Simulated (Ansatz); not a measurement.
# CH7BSi2 (SMILES CB1[SiH2][SiH2]1) at 6 levels

We compute a comparison of 6 runs (B3LYP/6-31G*, BHLYP/6-31G*, PBE/6-31G*, wB97X/6-31G*, RPA@PBE0/6-31G*, CCSD(T)/6-31G*) of CH7BSi2. 

The calculation is run with Ansatz 0.2.0.

75 further runs of the same task are left out: 75 set aside as unsound or not needed.

**1. The system as given**

CH7BSi2: 11 atoms, total charge 0, spin state singlet. As SMILES, `CB1[SiH2][SiH2]1`. The Si3–H9 distance was set to 2.680 Å, away from the relaxed value. At this shape a bond of the SMILES string is far longer than usual.

Bond lengths: C1–B2 1.566 Å, B2–Si3 1.907 Å, B2–Si4 1.907 Å, C1–H5 1.092 Å, C1–H6 1.099 Å, C1–H7 1.092 Å, Si3–H8 1.482 Å, Si4–H10 1.489 Å, Si4–H11 1.482 Å. Some angles: C1–B2–Si3 130.2°, C1–B2–Si4 130.2°, Si3–B2–Si4 83.2°, B2–C1–H5 114.1°, B2–C1–H6 106.3°, B2–C1–H7 114.1°, B2–Si3–H8 124.3°, B2–Si4–H10 124.9°, B2–Si4–H11 124.3°, H5–C1–H6 106.2°. A long bond or contact: Si3–Si4 2.531 Å.

**2. A single-point energy at B3LYP/6-31G(d) (spherical functions) (run 1)**

Input file input.yaml:

```yaml
crystal:
  periodic: [false, false, false]
  atoms:
    - {symbol: C, position_ang: [-0.950368, 1.654942, -0.864084]}
    - {symbol: B, position_ang: [-1.137068, 0.104442, -0.980184]}
    - {symbol: Si, position_ang: [-0.667668, -1.287158, 0.235816]}
    - {symbol: Si, position_ang: [-0.476168, -1.121458, -2.282384]}
    - {symbol: H, position_ang: [-0.520868, 1.983242, 0.085216]}
    - {symbol: H, position_ang: [-1.957768, 2.090542, -0.912484]}
    - {symbol: H, position_ang: [-0.385468, 2.099442, -1.686584]}
    - {symbol: H, position_ang: [-1.165668, -2.679858, 0.143416]}
    - {symbol: H, position_ang: [0.876900, -0.975400, 2.403900]}
    - {symbol: H, position_ang: [0.552532, -0.801358, -3.310184]}
    - {symbol: H, position_ang: [-0.967668, -2.509758, -2.447784]}
basis:
  gaussian:
    orbitals: 6-31G_st_-spherical.json
hamiltonian:
  xc: {name: B3LYP}
accuracy: high
output: {orbitals: {seedname: orbitals}}
```

The basis set 6-31G* is read from a file made from the Basis Set Exchange's data (not shown).

Launch:

```sh
ansatz run input.yaml --threads 1 --pin off --max-ram 3480MiB --events-out events.jsonl --progress --plain --runs-dir runs
```

Standard output:

```text
Warning: RAYON_NUM_THREADS=1 ignored (pool sized by the plan → 1); use --threads N
Functional definition: B3LYP
  name "B3LYP"
  parameter a0 = 0.2
  parameter ax = 0.72
  parameter ac = 0.81
  exchange = (1 - a0 - ax)*slater_x + ax*b88_x + a0*exact_x
  correlation = (1 - ac)*vwn_rpa_c + ac*lyp_c
1869 factors; integrals over basis functions are off by at most 3.5e-9 eV
mean field evaluation 1: about -17571.9380 eV, gradient 4.5e1 eV
mean field evaluation 2: about -17560.4738 eV, gradient 7.0e1 eV
mean field evaluation 4: about -17577.1611 eV, gradient 8.7e0 eV
mean field evaluation 8: about -17577.7735 eV, gradient 1.3e0 eV
mean field evaluation 16: about -17577.7825 eV, gradient 2.0e-4 eV
mean field -17577.78252335 eV, -645.9715930841 hartree, gradient 2.8e-8 eV, S^2 0.000000; 0 other end points of the search recorded, 0 dependent functions left out
reference -17577.78256958 eV, -645.9715947833 hartree; 23, 23 occupied and 55, 55 virtual orbitals, 1869 factors
Total energy: -17577.78256958 eV, -645.9715947833 hartree
```

Run time: 9.6 s. Hardware: 1 thread of Arm Neoverse V1, shared host; peak memory 0.27 GiB.

**3. A single-point energy at BHLYP/6-31G(d) (spherical functions) (run 2)**

Input file molecule.yaml:

```yaml
crystal:
  periodic: [false, false, false]
  atoms:
    - {symbol: C, position_ang: [-0.950368, 1.654942, -0.864084]}
    - {symbol: B, position_ang: [-1.137068, 0.104442, -0.980184]}
    - {symbol: Si, position_ang: [-0.667668, -1.287158, 0.235816]}
    - {symbol: Si, position_ang: [-0.476168, -1.121458, -2.282384]}
    - {symbol: H, position_ang: [-0.520868, 1.983242, 0.085216]}
    - {symbol: H, position_ang: [-1.957768, 2.090542, -0.912484]}
    - {symbol: H, position_ang: [-0.385468, 2.099442, -1.686584]}
    - {symbol: H, position_ang: [-1.165668, -2.679858, 0.143416]}
    - {symbol: H, position_ang: [0.876900, -0.975400, 2.403900]}
    - {symbol: H, position_ang: [0.552532, -0.801358, -3.310184]}
    - {symbol: H, position_ang: [-0.967668, -2.509758, -2.447784]}
basis:
  gaussian: {orbitals: 6-31G_st_-spherical.json}
accuracy: high
total_charge: 0
hamiltonian: {xc: {name: BHLYP}}
output: {orbitals: {seedname: orbitals}}
```

The basis set 6-31G* is read from a file made from the Basis Set Exchange's data (not shown).

Launch:

```sh
ansatz run molecule.yaml --threads 1 --pin off --max-ram 3480MiB --events-out events.jsonl --progress --plain --runs-dir runs
```

Standard output:

```text
Warning: RAYON_NUM_THREADS=1 ignored (pool sized by the plan → 1); use --threads N
Functional definition: BHLYP
  name "BHLYP"
  parameter a = 0.5
  exchange = (1 - a)*b88_x + a*exact_x
  correlation = lyp_c
1869 factors; integrals over basis functions are off by at most 3.5e-9 eV
mean field evaluation 1: about -17571.9097 eV, gradient 3.2e1 eV
mean field evaluation 2: about -17571.8773 eV, gradient 3.1e1 eV
mean field evaluation 4: about -17574.7588 eV, gradient 2.0e0 eV
mean field evaluation 8: about -17574.8323 eV, gradient 1.3e-1 eV
mean field evaluation 16: about -17574.8325 eV, gradient 8.3e-5 eV
mean field -17574.83245975 eV, -645.8631802466 hartree, gradient 4.4e-8 eV, S^2 0.000000; 0 other end points of the search recorded, 0 dependent functions left out
reference -17574.83249118 eV, -645.8631814016 hartree; 23, 23 occupied and 55, 55 virtual orbitals, 1869 factors
Total energy: -17574.83249118 eV, -645.8631814016 hartree
```

Run time: 9.9 s. Hardware: 1 thread of Arm Neoverse V1, shared host; peak memory 0.27 GiB.

Runs 3 to 5 aren't shown in full; the table further down has their settings and results.

**4. The energy at CCSD(T)/6-31G(d) (spherical functions) (run 6)**

Input file run.yaml:

```yaml
crystal:
  periodic: [false, false, false]
  atoms:
    - symbol: C
      position_ang: [-0.950368, 1.654942, -0.864084]
    - symbol: B
      position_ang: [-1.137068, 0.104442, -0.980184]
    - symbol: Si
      position_ang: [-0.667668, -1.287158, 0.235816]
    - symbol: Si
      position_ang: [-0.476168, -1.121458, -2.282384]
    - symbol: H
      position_ang: [-0.520868, 1.983242, 0.085216]
    - symbol: H
      position_ang: [-1.957768, 2.090542, -0.912484]
    - symbol: H
      position_ang: [-0.385468, 2.099442, -1.686584]
    - symbol: H
      position_ang: [-1.165668, -2.679858, 0.143416]
    - symbol: H
      position_ang: [0.876900, -0.975400, 2.403900]
    - symbol: H
      position_ang: [0.552532, -0.801358, -3.310184]
    - symbol: H
      position_ang: [-0.967668, -2.509758, -2.447784]
basis:
  gaussian:
    orbitals: 6-31G_st_-spherical.json
correlation:
  method: ccsd_t
  frozen_orbitals: {B: 1, C: 1, H: 0, Si: 5}
accuracy: high
scf:
  omitted_lower_state_checks: [cluster_reference, increment]
```

The basis set 6-31G* is read from a file made from the Basis Set Exchange's data (not shown).

Launch:

```sh
ansatz run run.yaml --threads 1 --pin off --max-ram 3480MiB --events-out events.jsonl --progress --plain --runs-dir runs
```

Standard output, cut to the lines that bear on the results:

```text
Warning: RAYON_NUM_THREADS=1 ignored (pool sized by the plan → 1); use --threads N
Functional definition: HF
  name "HF"
[...]
1869 factors; integrals over basis functions are off by at most 3.5e-9 eV
[...]
mean field -17530.25359299 eV, -644.2249371097 hartree, gradient 1.8e-8 eV, S^2 0.000000; 0 other end points of the search recorded, 0 dependent functions left out; unrestricted orbitals would lower it
12 core orbitals not correlated: weight in the atoms' cores, before any rotation towards them, 1.000 or more for the frozen orbitals, at most 0.000 for the correlated occupied ones
reference -17530.25359299 eV, -644.2249371097 hartree; 11, 11 occupied and 55, 55 virtual orbitals, 1869 factors
second order -10.76768774 eV of doubles, -0.00000000 eV of singles
cycle   1  -11.84428996 eV  change    -1.1e0 eV  update   1.4e-1
[...]
cycle  28  -12.68174019 eV  change   -1.6e-9 eV  update   1.8e-9
perturbative correction -0.62763054 eV, -0.0230649971 hartree
Total energy: -17543.56296372 eV, -644.7140474627 hartree
Checks for a lower state left out: cluster_reference, increment
```

It took 12 s on 1 thread of Arm Neoverse V1, shared host; peak memory 0.37 GiB.

**5. Overview of the runs**

```tsv
run	level	frozen core orbitals	energy (Eh)	HOMO energy (eV)	LUMO energy (eV)	HOMO–LUMO gap (eV)	wall time
1	B3LYP/6-31G* (spherical functions)	–	-645.971595	-6.38	-3.07	3.31	9.6 s
2	BHLYP/6-31G* (spherical functions)	–	-645.863181	-7.24	-2.09	5.15	9.9 s
3	PBE/6-31G* (spherical functions)	–	-645.529126	-5.75	-3.59	2.16	7.5 s
4	wB97X/6-31G* (spherical functions)	–	-645.878057	-8.54	-1.04	7.51	38 s
5	RPA@PBE0/6-31G* (spherical functions)	12	-644.847847	–	–	–	16 s
6	CCSD(T)/6-31G* (spherical functions)	12	-644.714047	–	–	–	12 s
```

**6. Summary of results**

| quantity | value |
| --- | --- |
| run 6: total energy | -644.71405 Eh |
| run 6: correlation energy (12 core orbitals frozen) | -489.1 mEh |
| run 6: (T) correction | -23.06 mEh |
| run 6: T1 diagnostic | 0.024 |

Over runs 1, 2, 3, 4 the HOMO–LUMO gap runs from 2.16 eV (PBE/6-31G*) to 7.51 eV (wB97X/6-31G*). Totals of different functionals can't be ranked against each other. In runs 5, 6 the log says that unrestricted orbitals would lower the reference, so the values rest on an unstable closed-shell determinant (other closed-shell runs at this shape may share the fault). All runs together took 93 s, the longest 38 s.
